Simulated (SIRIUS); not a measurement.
Runs of SIRIUS 7.12.0 on GaGe. Symmetry: F-43m, No. 216, cubic system. Conventional cell: a = 5.796 Å, b = 5.796 Å, c = 5.796 Å, α = 90.00°, β = 90.00°, γ = 90.00°. Ge (site symmetry -43m) is surrounded by 4 Ga at 2.51 Å. Ga (site symmetry -43m) has 4 Ge at 2.51 Å as nearest neighbours. The cell comes from a database or a generator and needn't be the stable form of this composition.

```tsv
level	gap on the mesh (eV)	pressure (GPa)
AM05	none	-2.1
PBEsol	none	-2.3
BLYP	none	(a)
LDA	none	-4.7
PBE	none	(b)
```

Alike in all rows: task single point; potentials or basis PseudoDojo 0.4.1 PBE standard (scalar relativistic); no spin polarisation; cell as given; k mesh 7 × 7 × 7; cutoff (eV) 1102; smearing fermi-dirac 0.05 eV.

Problem. Fill in the values left out.

Solution. (a) 3.0; (b) 0.3.

Caveats: the potentials were made for another functional, which shifts forces and pressure (some runs).

A k mesh can miss the band edges, and the runs leave out spin-orbit coupling on Ga, Ge.

A gap of «none» marks a metal or a gap under the smearing width.
